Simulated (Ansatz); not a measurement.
## BBrH8N2Si2, SMILES NB(Br)N([SiH3])[SiH3]: a single point in a Gaussian basis

Run with Ansatz's Python interface.

`run_energy.py`
```python
# -*- coding: utf-8 -*-
"""Single point of BBrH8N2Si2."""

import json

import ansatz
import numpy as np

geometry = (
    ansatz.Crystal.molecule()
    .atom("N", [2.4279, 0.1545, -0.7254])
    .atom("B", [1.1722, 0.1267, 0.1344])
    .atom("Br", [1.3264, 0.507, 2.1117])
    .atom("N", [-0.1706, -0.191, -0.5271])
    .atom("Si", [-0.8874, -1.6519, 0.2301])
    .atom("Si", [-1.2985, 1.1851, -0.2931])
    .atom("H", [2.3049, 0.9274, -1.4172])
    .atom("H", [3.2295, 0.4215, -0.1114])
    .atom("H", [-2.1345, -2.0027, -0.4659])
    .atom("H", [-1.1825, -1.4011, 1.6496])
    .atom("H", [0.0529, -2.7773, 0.1187])
    .atom("H", [-0.6995, 2.412, -0.8402])
    .atom("H", [-1.583, 1.3771, 1.1378])
    .atom("H", [-2.5579, 0.9127, -1.0021])
)

base = (
    geometry.calculation()
    .basis(gaussian="cc-pVDZ")
    .functional("b3lyp")
    .forces()
)
out = base.run(threads=1)
report = out.report

print(f"E = {report['free_energy_ev']:.6f} eV = {report['free_energy_ev'] / 27.211386246:.7f} Ha")
print("converged:", report["converged"], " doubts:", report["published_state_doubts"] or "none")

field = report["mean_field"]
print("<S^2> =", round(abs(field["state"]["spin_squared"]), 4), " relativity:", field["relativity"])
print("passes:", field["passes"])
if "symmetry" in field:
    print("occupied orbitals by irrep:", field["symmetry"]["occupied"])

symbols = [site.symbol for site in geometry.cartesian_sites]
forces = np.array(report["forces_ev_ang"])
print("largest force", round(float(np.linalg.norm(forces, axis=1).max()), 4), "eV/A, rms", round(float(np.sqrt((forces ** 2).mean())), 4))

charges = report["charge_distribution"]
print("dipole moment", round(4.803205 * float(np.linalg.norm(charges["dipole_moment_e_ang"])), 3), "D")
print("Mulliken:", [(s, round(q, 3)) for s, q in zip(symbols, charges["mulliken_charges_e"])])
with open("bbrh8n2si2.json", "w") as handle:
    json.dump({k: report[k] for k in ("free_energy_ev", "reference_energy_ev", "n_occupied", "n_virtual")}, handle, indent=1)
```

```console
$ python run_energy.py
E = -89592.186845 eV = -3292.4521388 Ha
converged: True  doubts: none
<S^2> = 0.0  relativity: none
passes: {'evaluations': 16, 'products': 12}
occupied orbitals by irrep: [{'A': 45}, {'A': 45}]
largest force 3.1151 eV/A, rms 0.766
dipole moment 1.309 D
Mulliken: [('N', -0.092), ('B', 0.086), ('Br', -0.155), ('N', -0.422), ('Si', 0.383), ('Si', 0.38), ('H', 0.111), ('H', 0.102), ('H', -0.068), ('H', -0.06), ('H', -0.063), ('H', -0.077), ('H', -0.059), ('H', -0.065)]
```

It writes `bbrh8n2si2.json`:
```json
{
 "free_energy_ev": -89592.18684523145,
 "reference_energy_ev": -89592.18684523145,
 "n_occupied": [
  45,
  45
 ],
 "n_virtual": [
  100,
  100
 ]
}
```

Caveats:
- Total energies depend on the basis set; only differences at equal settings carry meaning.
- The geometry is a force-field or estimated start, not a minimum of this method, and the basis set is short of its limit.
- b3lyp holds the VWN-RPA fit, as in Gaussian; the form of ORCA and Turbomole is b3lyp5.
- It ran for 16 s on 1 thread of Arm Neoverse V1 (shared host), peak memory 0.48 GiB.

(A comment or docstring line of the script was reworded after the run, the code is as it ran; lines on the test bed's own set-up are left out of the output.)
